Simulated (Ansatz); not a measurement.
# LiGaI2: the cost of one run

Computed with Ansatz 0.2.0 (DFT r2SCAN, scalar-relativistic, plane waves, PAW).

## Step 1: The structure to begin with

Symmetry: R-3m, No. 166, trigonal system. Conventional cell: a = 4.449 Å, b = 4.449 Å, c = 22.487 Å, α = 90.00°, β = 90.00°, γ = 120.00°. Around Li (site symmetry -3m) lie 6 I at 3.06 Å. Around Ga (site symmetry -3m) lie 6 I at 3.31 Å. I (site symmetry 3m) is surrounded by 3 Li at 3.06 Å and 3 Ga at 3.31 Å.

Structure file:

```xyz
4
Lattice="2.2246 1.2844 7.4957 -2.2246 1.2844 7.4957 0.0000 -2.5687 7.4957" Properties=species:S:1:pos:R:3 pbc="T T T"
Li    0.0000    0.0000   11.2435
Ga    0.0000    0.0000    0.0000
I     0.0000    0.0000   17.0739
I     0.0000    0.0000    5.4132
```

The cell was relaxed beforehand at this level, from a database cell with other species swapped in; it needn't be the stable form of this composition. At a tolerance of 0.02 Å it has space group R-3m (No. 166); it has 32.12 Å³/atom, an uncorrected energy of -0.76 eV/atom over the elements and, on its mesh, gap 2.07 eV.

## Step 2: Level of theory: r2SCAN

The input, input.yaml:

```yaml
crystal:
  lattice:
    - [2.2245625627, 1.2843517944, 7.4956732986]
    - [-2.2245625627, 1.2843517944, 7.4956732986]
    - [0.0, -2.5687035888, 7.4956732986]
  atoms:
    - { symbol: Li, position: [0.5, 0.5, 0.5] }
    - { symbol: Ga, position: [0.0, 0.0, 0.0] }
    - { symbol: I, position: [0.7592764361, 0.7592764361, 0.7592764361] }
    - { symbol: I, position: [0.2407235639, 0.2407235639, 0.2407235639] }
basis:
  ecutwfc: 500
kpoints:
  mp_grid: { grid: [6, 6, 6] }
  band_path:
    path:
      - [[0.0, 0.0, 0.0], [0.5, 0.5, 0.5], [0.81376042, 0.18623958, 0.5]]
      - [[0.5, -0.18623958, 0.18623958], [0.5, 0.0, 0.0], [0.0, 0.0, 0.0], [0.34311979, -0.34311979, 0.0]]
      - [[0.65688021, 0.0, 0.34311979], [0.5, 0.0, 0.5], [0.0, 0.0, 0.0]]
    npoints: 14
hamiltonian:
  xc: r2scan
scf:
  occupations: { method: gaussian, width: 0.02 }
  n_extra_bands: 10
output:
  forces: true
  stress: true
  eigenvalues: true
  populations: true
  dos: { projected: true, de: 0.02, nscf_kmesh: { grid: [9, 9, 9] } }
  bader: true
  write_density: true
  write_potential: true
  elf: true
  volumetric_format: npy
```

On the command line:

```
$ ansatz run input.yaml --threads 1 --pin off --max-ram 2560MiB --backend cpu --events-out ev --progress --plain --runs-dir out
```

What time and memory should one allow on 1 thread of Intel Xeon 6975P-C (Granite Rapids), shared host?

About 77 s, with a peak of 0.88 GiB.
